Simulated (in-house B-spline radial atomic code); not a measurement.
# Ti⁺: ionisation energy by several methods

One table from this session's results is given with a row withheld; the runs are named, their logs left out.

Program: in-house B-spline radial atomic code version 1. Level of theory: Dirac-Coulomb, several functionals, exact exchange averaged over the configuration; spherical all-electron atom at the radial basis limit. These are calculated values, not measurements, unless marked.

### The atom as given

```
element       : titanium (Z = 22)
charge        : +1
electrons     : 21
configuration : [Ar] 3d2 4s1
nucleus       : Fermi, rms radius 3.592 fm
```

Outer shells as boxes (Hund's rule):

[Ar] 3d2 4s1
```
[Ar] core
3d [↑ ][↑ ][  ][  ][  ]
4s [↑ ]
```

The boxes only draw the filling; these runs are spin-restricted and spherical.

Set-up of the first run:

The run's settings:

```ini
Z = 22
electrons = 21.0
configuration = [Ar] 3d2 4s1
hamiltonian = dirac
method = b97_1
spin_polarised = False
nucleus = fermi
rms_radius = 3.5921
mass_number = 48
atomic_mass = 47.947940677
speed_of_light = 137.035999084
exact_exchange = averaged over the configuration
```

The run is started by

```bash
$ python run_scf.py task.json out
```

The settings of every run stand in task.json; they run in order.

Steps of the session up to this table: B97-1; LC-ωPBE; PBE0; HSE06.

One table of the session follows, with a row left open; its other results are not shown here.

| method | ΔSCF (eV) | with Breit, QED, recoil (eV) |
| --- | --- | --- |
| B97-1 | 13.463 | 13.458 |
| PBE0 | 13.438 | 13.432 |
| LC-ωPBE | ? | ? |
| HSE06 | 13.446 | 13.440 |

**Question.** Estimate the row for LC-ωPBE.

As computed: ΔSCF (eV): 13.239; with Breit, QED, recoil (eV): 13.233. In the column «ΔSCF (eV)» it is the lowest.
